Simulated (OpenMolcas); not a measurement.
# Tc²⁺ among point charges: CASSCF and CASPT2 levels and susceptibility

How does a field of 5 point charges split the states of Tc²⁺, and what χT follows?

The numbers are computed with OpenMolcas 26.06 (state-averaged CASSCF and CASPT2, spin-orbit coupling by RASSI with atomic mean-field integrals), except any that are marked as measured or tabulated.

**1. What is computed**

- Species: Tc²⁺ (technetium, Z = 43, 41 electrons)
- Basis: ANO-RCC-VDZP [6s5p3d1f], 43 functions
- Scalar Hamiltonian: DKH2, point nucleus
- Inactive shells: 1s 2s 2p 3s 3p 3d 4s 4p
- Active space: 5 electrons in 5 orbitals (4d)
- Some configurations of this space: 4d⁵
- Orbitals: optimised for each spin and parity, averaged over all roots

The outer shells:

4d5
```
4d [↑ ][↑ ][↑ ][↑ ][↑ ]
```

The ion sits among 5 point charges of -0.65 e arranged as a square pyramid (C4v), 2.13 Å from the ion, with the axial distance 1.832 Å.

Each step is its own input file, run in one work folder so that later steps find the files of earlier ones. Labels, J, g values, rates, χT and fits are worked out afterwards by a script from the matrices that RASSI stores.

**2. GATEWAY and SEWARD: basis and integrals**

The input, a.inp:

```
&GATEWAY
Coord
1

Tc 0.0 0.0 0.0
Basis=ANO-RCC-VDZP
Group=NoSym
NoMove
AngMom=0.0 0.0 0.0
AMFI
XField
5 Angstrom 0
2.130000 0.000000 0.000000 -0.650000
0.000000 2.130000 0.000000 -0.650000
-2.130000 0.000000 0.000000 -0.650000
0.000000 -2.130000 0.000000 -0.650000
0.000000 0.000000 1.831800 -0.650000
&SEWARD
```

The run is started by

```console
OMP_NUM_THREADS=1 MOLCAS_MEM=1689 MOLCAS_PROJECT=a pymolcas a.inp > a.log
```

**3. Reference wave functions, sextets, 1 root**

The input, a.inp:

```
&RASSCF
FileOrb=start.orb
Symmetry=1
Spin=6
nActEl=5 0 0
Inactive=18
Ras2=5
CIRoot=1 1 1
SDav=1
CIMx=300
Iter=120 100
PrWF=0.3
OrbListing=Nothing
MaxOrb=0
>>> COPY $Project.JobIph JOB001
```

start.orb holds the contracted functions of the basis, ordered by shell, or the orbitals of the step before.

**4. Reference wave functions, quartets, 24 roots**

The input, a.inp:

```
&RASSCF
FileOrb=start.orb
Symmetry=1
Spin=4
nActEl=5 0 0
Inactive=18
Ras2=5
CIRoot=24 24 1
SDav=24
CIMx=300
Iter=120 100
PrWF=0.3
OrbListing=Nothing
MaxOrb=0
>>> COPY $Project.JobIph JOB002
```

**5. CASSCF: doublets, 75 roots**

The input, a.inp:

```
&RASSCF
FileOrb=start.orb
Symmetry=1
Spin=2
nActEl=5 0 0
Inactive=18
Ras2=5
CIRoot=75 75 1
SDav=75
CIMx=300
Iter=120 100
PrWF=0.3
OrbListing=Nothing
MaxOrb=0
>>> COPY $Project.JobIph JOB003
```

**6. State interaction with spin-orbit coupling**

The input, a.inp:

```
&RASSI
NrOfJobIphs=3 1 24 75
1
1 2 3 4 5 6 7 8 9 10 11 12 13 14 15 16 17 18 19 20 21 22 23 24
1 2 3 4 5 6 7 8 9 10 11 12 13 14 15 16 17 18 19 20 21 22 23 24 25 26 27
28 29 30 31 32 33 34 35 36 37 38 39 40 41 42 43 44 45 46 47 48 49 50 51
52 53 54 55 56 57 58 59 60 61 62 63 64 65 66 67 68 69 70 71 72 73 74 75
IphNames
JOB001
JOB002
JOB003
EJob
SpinOrbit
DIPRint=1.0
SOCoupling=1000.0
Subsets=2
Property=9
'ANGMOM' 1 'ANGMOM' 2 'ANGMOM' 3 'MLTPL  1' 1 'MLTPL  1' 2 'MLTPL  1' 3
'AMFI' 1 'AMFI' 2 'AMFI' 3
SOProperty=3
'ANGMOM' 1 'ANGMOM' 2 'ANGMOM' 3
```

**7. CASPT2: IPEA 0.25, imaginary shift 0.1 (closed shells correlated: 4s 4p)**

The input, a.inp:

```
>>> COPY JOB001 $Project.JobIph
&CASPT2
Multistate=1 1
Frozen=14
IPEA=0.25
Imaginary=0.1
MaxIter=60
WThr=0.0 0.3 0.05
PrWF=0.5
NoMix
>>> COPY JOB002 $Project.JobIph
&CASPT2
Multistate=24 1 2 3 4 5 6 7 8 9 10 11 12 13 14 15 16 17 18 19 20 21 22
23 24
NoMult
Frozen=14
IPEA=0.25
Imaginary=0.1
MaxIter=60
WThr=0.0 0.3 0.05
PrWF=0.5
NoMix
>>> COPY JOB003 $Project.JobIph
&CASPT2
Multistate=75 1 2 3 4 5 6 7 8 9 10 11 12 13 14 15 16 17 18 19 20 21 22
23 24 25 26 27 28 29 30 31 32 33 34 35 36 37 38 39 40 41 42 43 44 45 46
47 48 49 50 51 52 53 54 55 56 57 58 59 60 61 62 63 64 65 66 67 68 69 70
71 72 73 74 75
NoMult
Frozen=14
IPEA=0.25
Imaginary=0.1
MaxIter=60
WThr=0.0 0.3 0.05
PrWF=0.5
NoMix
```

(Steps that only read results are left out.)

Before running it: what results should come out? Wanted: spin-free ground state; lowest level; next level.

The runs gave:

| quantity | value |
| --- | --- |
| method | SS-CASPT2, IPEA 0.25, imaginary shift 0.1 (closed shells correlated: 4s 4p) |
| spin-free ground state | sextet, 1-fold in its orbital part |
| lowest level | 2-fold, g = 2.00, 6.00, 6.00 |
| next level | 1.0 cm⁻¹ |
| χT at 300 K | 4.38 cm³ K/mol |
| effective moment at 300 K | 5.92 μB |

Cost by method:

```tsv
method	time of its own steps	time with the reference
A. CASSCF	19 s	19 s
B. SS-CASPT2, IPEA 0.25, imaginary shift 0.1, +4s 4p	7.5 s	27 s
```

Times are of one thread on a shared host.

In words: The spin-free ground state (sextet) comes to 100 % from free-ion S terms and keeps the highest spin of the shell. χT at 300 K is 4.38, against 4.39 cm³ K/mol for the spin alone, as a half-filled shell (L = 0) has no orbital moment. An active space of the d shell alone favours high spin; real ions in strong fields can be low spin. The field of point charges can differ much from that of real complexes. With metal d orbitals alone active, the gaps between spin states are rough; where two lie within a few thousand cm-1, their order is open. This is an electrostatic model: the charges have no orbitals.
